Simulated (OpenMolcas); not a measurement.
**Cu⁴⁺ among point charges: CASSCF and CASPT2 levels and susceptibility**

How does a field of 4 point charges split the states of Cu⁴⁺, and what χT follows?

Method: state-averaged CASSCF and CASPT2, spin-orbit coupling by RASSI with atomic mean-field integrals. Code: OpenMolcas 26.06.

### Step 1. Starting point

- Species: Cu⁴⁺ (copper, Z = 29, 25 electrons)
- Basis: ANO-RCC-VDZP [5s4p2d1f], 34 functions
- Scalar Hamiltonian: DKH2, point nucleus
- Inactive shells: 1s 2s 2p 3s 3p
- Active space: 7 electrons in 5 orbitals (3d)
- Some configurations of this space: 3d7
- Orbitals: optimised for each spin and parity, averaged over all roots

Outer shells as boxes (Hund's rule):

3d7
```
3d [↑↓][↑↓][↑ ][↑ ][↑ ]
```

The ion sits among 4 point charges of -2 e arranged as a tetrahedron (Td), 1.53 Å from the ion.

Each step is its own input file, run in one work folder so that later steps find the files of earlier ones. Labels, J, g values, rates, χT and fits are worked out afterwards by a script from the matrices that RASSI stores.

### Step 2. Basis and integrals

Input file a.inp:

```
&GATEWAY
Coord
1

Cu 0.0 0.0 0.0
Basis=ANO-RCC-VDZP
Group=NoSym
NoMove
AngMom=0.0 0.0 0.0
AMFI
XField
4 Angstrom 0
0.883346 0.883346 0.883346 -2.000000
0.883346 -0.883346 -0.883346 -2.000000
-0.883346 0.883346 -0.883346 -2.000000
-0.883346 -0.883346 0.883346 -2.000000
&SEWARD
```

On the command line:

```
> OMP_NUM_THREADS=1 MOLCAS_MEM=1689 MOLCAS_PROJECT=a pymolcas a.inp > a.log
```

What it wrote:

```text
Basis set label: CU.ANO-RCC...5S4P2D1F.

      Electronic valence basis set:
      ------------------
      Associated Effective Charge  29.000000 au
      Associated Actual Charge     29.000000 au
      Nuclear Model: Point charge

      Shell  nPrim  nBasis  Cartesian Spherical Contaminant
         s      21       5        X
         p      15       4        X
         d      10       2                 X
         f       6       1                 X
                  Relativistic Douglas-Kroll-Hess integrals:
                    - DKH order of Hamiltonian: 2
                    - DKH order of Properties : 0
                  Atomic mean-field integrals
```

### Step 3. Reference wave functions, quartets, 10 roots

Input file a.inp:

```
&RASSCF
FileOrb=start.orb
Symmetry=1
Spin=4
nActEl=7 0 0
Inactive=9
Ras2=5
CIRoot=10 10 1
SDav=10
CIMx=300
Iter=120 100
PrWF=0.3
OrbListing=Nothing
MaxOrb=0
>>> COPY $Project.JobIph JOB001
```

On the command line:

```
> OMP_NUM_THREADS=1 MOLCAS_MEM=1689 MOLCAS_PROJECT=a pymolcas a.inp > a.log
```

start.orb holds the contracted functions of the basis, ordered by shell, or the orbitals of the step before.

What it wrote, cut to the lines that bear on the results:

```text
[...]
      Number of active orbitals                  5
[...]
      Spin quantum number                      1.5
[...]
      Active orbitals                            5
[...]
      Number of CSFs                            10
      Number of root(s) required                10
[...]
      Convergence after  8 iterations
[...]
      Natural orbitals and occupation numbers for root  1
      sym 1:   2.000000   1.000000   2.000000   1.000000   1.000000
      Natural orbitals and occupation numbers for root  2
      sym 1:   1.818056   1.000000   1.818056   1.181944   1.181944
      Natural orbitals and occupation numbers for root  3
      sym 1:   1.311380   1.000000   1.688620   1.311380   1.688620
::    RASSCF root number  1 Total energy:  -1659.97087758
::    RASSCF root number  2 Total energy:  -1659.95890754
::    RASSCF root number  3 Total energy:  -1659.95890754
[...]
::    RASSCF root number  7 Total energy:  -1659.94951540
::    RASSCF root number  8 Total energy:  -1659.84843202
::    RASSCF root number  9 Total energy:  -1659.84843202
::    RASSCF root number 10 Total energy:  -1659.84843202
```

### Step 4. Reference wave functions, doublets, 40 roots

Input file a.inp:

```
&RASSCF
FileOrb=start.orb
Symmetry=1
Spin=2
nActEl=7 0 0
Inactive=9
Ras2=5
CIRoot=40 40 1
SDav=40
CIMx=300
Iter=120 100
PrWF=0.3
OrbListing=Nothing
MaxOrb=0
>>> COPY $Project.JobIph JOB002
```

On the command line:

```
> OMP_NUM_THREADS=1 MOLCAS_MEM=1689 MOLCAS_PROJECT=a pymolcas a.inp > a.log
```

What it wrote, cut to the lines that bear on the results:

```text
[...]
      Number of active orbitals                  5
[...]
      Spin quantum number                      0.5
[...]
      Active orbitals                            5
[...]
      Number of CSFs                            40
      Number of root(s) required                40
[...]
      Convergence after  7 iterations
[...]
      Natural orbitals and occupation numbers for root  1
      sym 1:   1.738453   1.160276   1.775388   1.098070   1.227813
      Natural orbitals and occupation numbers for root  2
      sym 1:   1.738453   1.163831   1.775388   1.226036   1.096293
      Natural orbitals and occupation numbers for root  3
      sym 1:   1.531446   1.210921   1.777373   1.206231   1.274029
::    RASSCF root number  1 Total energy:  -1659.85182605
::    RASSCF root number  2 Total energy:  -1659.85182605
::    RASSCF root number  3 Total energy:  -1659.85057022
[...]
::    RASSCF root number 27 Total energy:  -1659.79283246
::    RASSCF root number 28 Total energy:  -1659.79283246
::    RASSCF root number 29 Total energy:  -1659.70633252
::    RASSCF root number 30 Total energy:  -1659.70463246
```

### Step 5. RASSI: spin-orbit coupling between the states

Input file a.inp:

```
&RASSI
NrOfJobIphs=2 10 40
1 2 3 4 5 6 7 8 9 10
1 2 3 4 5 6 7 8 9 10 11 12 13 14 15 16 17 18 19 20 21 22 23 24 25 26 27
28 29 30 31 32 33 34 35 36 37 38 39 40
IphNames
JOB001
JOB002
EJob
SpinOrbit
DIPRint=1.0
SOCoupling=1000.0
Subsets=2
Property=9
'ANGMOM' 1 'ANGMOM' 2 'ANGMOM' 3 'MLTPL  1' 1 'MLTPL  1' 2 'MLTPL  1' 3
'AMFI' 1 'AMFI' 2 'AMFI' 3
SOProperty=3
'ANGMOM' 1 'ANGMOM' 2 'ANGMOM' 3
```

What it wrote, cut to the lines that bear on the results:

```text
SPIN-FREE ENERGIES:
  (Shifted by EMIN (a.u.) =      -1659.9708775825)
 SF State       Relative EMIN(au)   Rel lowest level(eV)    D:o, cm**(-1)      L_eff
     1             0.0000000000        0.0000000000              0.0000         3.0
     2             0.0119700424        0.3257214471           2627.1206         3.0
     3             0.0119700424        0.3257214471           2627.1206         3.0
     4             0.0119700424        0.3257214471           2627.1206         3.0
     5             0.0213621841        0.5812946430           4688.4575         3.0
     6             0.0213621841        0.5812946430           4688.4575         3.0
     7             0.0213621841        0.5812946430           4688.4575         3.0
    11             0.1190515288        3.2395571324          26128.7904         4.0
    12             0.1190515288        3.2395571324          26128.7904         4.0
    13             0.1203073672        3.2737302368          26404.4151         4.0
[...]
Eigenvalues of complex Hamiltonian:
   -----------------------------------
  (Shifted by EMIN (a.u.) =      -1659.9708775825)
 SO State       Relative EMIN(au)   Rel lowest level(eV)    D:o, cm**(-1)     J-value
     1            -0.0030092223        0.0000000000              0.0000         3.4
     2            -0.0030092223        0.0000000000              0.0000         3.2
     3            -0.0030092223        0.0000000000              0.0000         3.5
     4            -0.0030092223        0.0000000000              0.0000         3.2
     5             0.0072935372        0.2803523684           2261.1943         3.0
     6             0.0072935372        0.2803523684           2261.1943         3.1
     7             0.0072935372        0.2803523684           2261.1943         3.9
     8             0.0072935372        0.2803523684           2261.1943         3.8
     9             0.0091931100        0.3320423773           2678.1024         3.3
    10             0.0091931100        0.3320423773           2678.1024         3.3
    11             0.0128997209        0.4329043984           3491.6094         2.6
[...]
```

These steps took 9.4 s in all on 1 thread, shared host.

States without spin-orbit coupling:

| state | degeneracy | E (cm-1) | free-ion L (%) |
| --- | --- | --- | --- |
| 4A2 | 1 | 0 | F (100) |
| 4T2 | 3 | 2627 | F (100) |
| 4T1 | 3 | 4688 | F (100) |
| 2E | 2 | 26129 | G (92) |
| 2T1 | 3 | 26404 | G (94) |
| 2A1 | 1 | 26696 | G (100) |
| 4T1 | 3 | 26874 | P (100) |
| 2T2 | 3 | 27380 | G (99) |
| 2T1 | 3 | 33630 | H (61) |
| 2T2 | 3 | 34224 | H (90) |
| 2E | 2 | 35507 | H (81) |
| 2T1 | 3 | 35717 | H (51) |
| 2T1 | 3 | 36057 | H (83) |
| 2T2 | 3 | 38080 | D (89) |
| 2E | 2 | 39076 | D (80) |
| 2A2 | 1 | 58061 | F (100) |
| 2T2 | 3 | 58434 | F (100) |
| 2T1 | 3 | 58881 | F (100) |
| 2E | 2 | 90168 | D (100) |
| 2T2 | 3 | 90350 | D (100) |

With spin-orbit coupling:

| E (cm-1) | Degeneracy | Label | 2S+1 | g |
| --- | --- | --- | --- | --- |
| 0.0 | 4 | Γ8 | 4 |  |
| 2261 | 4 | Γ8 | 4 |  |
| 2678 | 2 | Γ6 | 4 | 0.71 0.71 0.71 |
| 3492 | 4 | Γ8 | 4 |  |
| 3553 | 2 | Γ7 | 4 | 3.76 3.76 3.76 |
| 4237 | 2 | Γ6 | 4 | 1.29 1.29 1.29 |
| 5277 | 4 | Γ8 | 4 |  |
| 6193 | 2 | Γ7 | 4 | 1.77 1.77 1.77 |
| 6612 | 4 | Γ8 | 4 |  |
| 26065 | 4 | Γ8 | 2 |  |
| 26082 | 2 | Γ6 | 2 | 3.62 3.62 3.62 |
| 26917 | 4 | Γ8 | 4 |  |
| 26931 | 2 | Γ7 | 4 | 2.66 2.66 2.66 |
| 27224 | 4 | Γ8 | 4 |  |
| 27360 | 4 | Γ8 | 2 |  |
| 27909 | 4 | Γ8 | 2 |  |
| 27990 | 2 | Γ6 | 2 | 0.69 0.69 0.69 |
| 28246 | 2 | Γ6 | 4 | 1.69 1.69 1.69 |
| 28772 | 2 | Γ7 | 2 | 2.58 2.58 2.58 |
| 33738 | 4 | Γ8 | 2 |  |
| 34359 | 2 | Γ7 | 2 | 3.79 3.79 3.79 |
| 35048 | 4 | Γ8 | 2 |  |
| 35257 | 2 | Γ6 | 2 | 0.52 0.52 0.52 |
| 35723 | 4 | Γ8 | 2 |  |

Principal g values are given for doublets only; a zero marks a field direction without first-order Zeeman splitting.

Powder χT (cm³ K/mol): 3.48 at 2 K, 3.48 at 5 K, 3.49 at 10 K, 3.49 at 20 K, 3.52 at 50 K, 3.55 at 100 K, 3.59 at 150 K, 3.63 at 200 K, 3.66 at 250 K, 3.70 at 300 K.

Orbitals of the lowest block (energies include the constant potential of the surroundings):

| shell | space | energy (hartree) | mean occupation | ⟨r²⟩ (bohr²) |
| --- | --- | --- | --- | --- |
| 1s | inactive | -332.2807 | 2.000 | 0.00362 |
| 2s | inactive | -41.5568 | 2.000 | 0.0646 |
| 2p | inactive | -35.6950 | 6.000 | 0.0521 |
| 3s | inactive | -4.9867 | 2.000 | 0.576 |
| 3p | inactive | -3.1539 | 6.000 | 0.624 |
| 3d | RAS2 |  | 7.000 | 0.850 |

### Step 6. CASPT2: IPEA 0.25, imaginary shift 0.1 (closed shells correlated: 3s 3p)

Input file a.inp:

```
>>> COPY JOB001 $Project.JobIph
&CASPT2
Multistate=10 1 2 3 4 5 6 7 8 9 10
NoMult
Frozen=5
IPEA=0.25
Imaginary=0.1
MaxIter=60
WThr=0.0 0.3 0.05
PrWF=0.5
NoMix
>>> COPY JOB002 $Project.JobIph
&CASPT2
Multistate=40 1 2 3 4 5 6 7 8 9 10 11 12 13 14 15 16 17 18 19 20 21 22
23 24 25 26 27 28 29 30 31 32 33 34 35 36 37 38 39 40
NoMult
Frozen=5
IPEA=0.25
Imaginary=0.1
MaxIter=60
WThr=0.0 0.3 0.05
PrWF=0.5
NoMix
```

What it wrote:

```text
Orbital specifications:
      -----------------------

      Symmetry species                           1
                                                 a
      Frozen orbitals                            5
      Inactive orbitals                          4
      Active orbitals                            5
      Secondary orbitals                        20
      Deleted orbitals                           0
      Number of basis functions                 34
Type of calculation                        SS-CASPT2
      Fock operator                              state-specific
      IPEA shift                                 0.25
      Real shift                                 0.00
      Imaginary shift                            0.10
      The input orbitals will be transformed to quasi-canonical
Reference energy:       -1659.9708775825
      E2 (Non-variational):      -0.3346099279
      Shift correction:          -0.0000534526
      E2 (Variational):          -0.3346633804
      Total energy:           -1660.3055409629
      Residual norm:              0.0000003625
      Reference weight:           0.96262
      Contributions to the CASPT2 correlation energy
      Active & Virtual Only:         -0.1280648560
      One Inactive Excited:          -0.1541067427
      Two Inactive Excited:          -0.0524383291
Reference energy:       -1659.9589075401
      E2 (Non-variational):      -0.3359278794
      Shift correction:          -0.0000546274
      E2 (Variational):          -0.3359825068
      Total energy:           -1660.2948900469
      Residual norm:              0.0000003284
      Reference weight:           0.96217
      Contributions to the CASPT2 correlation energy
      Active & Virtual Only:         -0.1287296177
      One Inactive Excited:          -0.1545025333
      Two Inactive Excited:          -0.0526957283
::    CASPT2 Root  1     Total energy:  -1660.30554096
::    CASPT2 Root  2     Total energy:  -1660.29489005
::    CASPT2 Root  3     Total energy:  -1660.29610628
::    CASPT2 Root  4     Total energy:  -1660.29431337
::    CASPT2 Root  5     Total energy:  -1660.28250934
::    CASPT2 Root  6     Total energy:  -1660.28301585
::    CASPT2 Root  7     Total energy:  -1660.28250008
::    CASPT2 Root  8     Total energy:  -1660.19632027
::    CASPT2 Root  9     Total energy:  -1660.19640039
::    CASPT2 Root 10     Total energy:  -1660.19678859
Orbital specifications:
      -----------------------

      Symmetry species                           1
                                                 a
      Frozen orbitals                            5
      Inactive orbitals                          4
      Active orbitals                            5
      Secondary orbitals                        20
      Deleted orbitals                           0
      Number of basis functions                 34
Type of calculation                        SS-CASPT2
      Fock operator                              state-specific
      IPEA shift                                 0.25
      Real shift                                 0.00
      Imaginary shift                            0.10
      The input orbitals will be transformed to quasi-canonical
Reference energy:       -1659.8518260537
      E2 (Non-variational):      -0.3434237532
      Shift correction:          -0.0000553603
      E2 (Variational):          -0.3434791135
      Total energy:           -1660.1953051672
      Residual norm:              0.0000001529
      Reference weight:           0.96121
      Contributions to the CASPT2 correlation energy
      Active & Virtual Only:         -0.1308444504
      One Inactive Excited:          -0.1582976099
      Two Inactive Excited:          -0.0542816929
Reference energy:       -1659.8518260537
      E2 (Non-variational):      -0.3434086448
      Shift correction:          -0.0000553454
      E2 (Variational):          -0.3434639902
      Total energy:           -1660.1952900439
      Residual norm:              0.0000001529
      Reference weight:           0.96121
      Contributions to the CASPT2 correlation energy
      Active & Virtual Only:         -0.1308408837
      One Inactive Excited:          -0.1582857750
      Two Inactive Excited:          -0.0542819861
::    CASPT2 Root  1     Total energy:  -1660.19530517
::    CASPT2 Root  2     Total energy:  -1660.19529004
::    CASPT2 Root  3     Total energy:  -1660.19446101
::    CASPT2 Root  4     Total energy:  -1660.19437351
::    CASPT2 Root  5     Total energy:  -1660.19441406
::    CASPT2 Root  6     Total energy:  -1660.19377084
::    CASPT2 Root  7     Total energy:  -1660.19019334
::    CASPT2 Root  8     Total energy:  -1660.19024526
::    CASPT2 Root  9     Total energy:  -1660.19017965
::    CASPT2 Root 10     Total energy:  -1660.16642412
::    CASPT2 Root 11     Total energy:  -1660.16609942
::    CASPT2 Root 12     Total energy:  -1660.16645192
::    CASPT2 Root 13     Total energy:  -1660.15811569
::    CASPT2 Root 14     Total energy:  -1660.15815166
::    CASPT2 Root 15     Total energy:  -1660.15824571
::    CASPT2 Root 16     Total energy:  -1660.15279943
::    CASPT2 Root 17     Total energy:  -1660.15244729
::    CASPT2 Root 18     Total energy:  -1660.15833575
::    CASPT2 Root 19     Total energy:  -1660.15818093
::    CASPT2 Root 20     Total energy:  -1660.15795950
::    CASPT2 Root 21     Total energy:  -1660.14943652
::    CASPT2 Root 22     Total energy:  -1660.14957857
::    CASPT2 Root 23     Total energy:  -1660.14931382
::    CASPT2 Root 24     Total energy:  -1660.14977470
::    CASPT2 Root 25     Total energy:  -1660.14939958
::    CASPT2 Root 26     Total energy:  -1660.14952212
::    CASPT2 Root 27     Total energy:  -1660.13970921
::    CASPT2 Root 28     Total energy:  -1660.13972428
::    CASPT2 Root 29     Total energy:  -1660.06509066
::    CASPT2 Root 30     Total energy:  -1660.06308458
```

Time for this run: 3.5 s (1 thread, shared host).

SS-CASPT2: lowest energy less the reference's lowest, -0.3347 hartree; reference weights 0.957 to 0.963.

States without spin-orbit coupling:

| state | degeneracy | E (cm-1) | free-ion L (%) |
| --- | --- | --- | --- |
| 4A2 | 1 | 0 | F (100) |
| 4T2 | 3 | 2291 | F (100) |
| 4T1 | 3 | 5018 | F (100) |
| 4T1 | 3 | 23931 | P (100) |
| 2E | 2 | 24196 | G (92) |
| 2T1 | 3 | 24389 | G (94) |
| 2A1 | 1 | 24531 | G (100) |
| 2T2 | 3 | 25313 | G (99) |
| 2T1 | 3 | 30554 | H (61) |
| 2T2 | 3 | 32344 | H (90) |
| 2T1 | 3 | 32347 | H (51) |
| 2E | 2 | 33562 | H (81) |
| 2T2 | 3 | 34233 | D (89) |
| 2T1 | 3 | 34260 | H (83) |
| 2E | 2 | 36394 | D (80) |
| 2A2 | 1 | 52773 | F (100) |
| 2T2 | 3 | 53232 | F (100) |
| 2T1 | 3 | 53738 | F (100) |
| 2E | 2 | 81887 | D (100) |
| 2T2 | 3 | 82329 | D (100) |

With spin-orbit coupling:

```csv
E (cm-1),Degeneracy,Label,2S+1,g
0,4,Γ8,4,
2080,4,Γ8,4,
2490,2,Γ6,4,0.30 0.30 0.30
3300,2,Γ7,4,3.65 3.65 3.65
3360,4,Γ8,4,
4520,2,Γ6,4,2.29 2.29 2.29
5550,4,Γ8,4,
6550,2,Γ7,4,1.66 1.66 1.66
6900,4,Γ8,4,
24010,4,Γ8,4,
24050,2,Γ7,4,2.66 2.66 2.66
24060,2,Γ6,2,3.74 3.74 3.74
24180,4,Γ8,2,
24430,4,Γ8,4,
25300,2,Γ6,4,2.57 2.57 2.57
25320,4,Γ8,2,
25930,4,Γ8,2,
26010,2,Γ6,2,1.69 1.69 1.69
26760,2,Γ7,2,2.57 2.57 2.57
30790,4,Γ8,2,
32320,2,Γ6,2,1.28 1.28 1.28
32540,2,Γ7,2,3.78 3.78 3.78
32560,4,Γ8,2,
33230,4,Γ8,2,
```

Powder χT (cm³ K/mol): 3.58 at 2 K, 3.58 at 5 K, 3.59 at 10 K, 3.60 at 20 K, 3.62 at 50 K, 3.66 at 100 K, 3.70 at 150 K, 3.74 at 200 K, 3.78 at 250 K, 3.82 at 300 K.

### Step 7. The methods side by side

A. CASSCF
B. SS-CASPT2, IPEA 0.25, imaginary shift 0.1 (closed shells correlated: 3s 3p)

| method | ground state | first state of that spin (cm-1) | first gap with spin-orbit (cm-1) | χT at 300 K |
| --- | --- | --- | --- | --- |
| A | 4A2 | 4T2 2627 | 2261.2 | 3.70 |
| B | 4A2 | 4T2 2291 | 2083.9 | 3.82 |

### Step 8. What came out

```
                                            quantity                                                                        value
                                              method  SS-CASPT2, IPEA 0.25, imaginary shift 0.1 (closed shells correlated: 3s 3p)
                              spin-free ground state                                              4A2, 1-fold in its orbital part
first state of the same spin within the active space                                                             4T2 at 2290 cm⁻¹
                                        lowest level                                                                    4-fold Γ8
                                          next level                                                                  2083.9 cm⁻¹
                                         χT at 300 K                                                               3.82 cm³ K/mol
                           effective moment at 300 K                                                                      5.53 μB
```

Cost by method:

| method | time of its own steps | time with the reference |
| --- | --- | --- |
| A. CASSCF | 9.4 s | 9.4 s |
| B. SS-CASPT2, IPEA 0.25, imaginary shift 0.1, +3s 3p | 3.5 s | 13 s |

Times are of one thread on a shared host.

In words: The spin-free ground state (4A2) comes to 100 % from free-ion F terms and keeps the highest spin of the shell. χT at 300 K is 3.82, against 1.88 cm³ K/mol for the spin alone, so orbital moment adds to it. CASPT2 does not keep the components of a term degenerate, and the means are used. The field of point charges can differ much from that of real complexes. This is an electrostatic model: the charges have no orbitals.
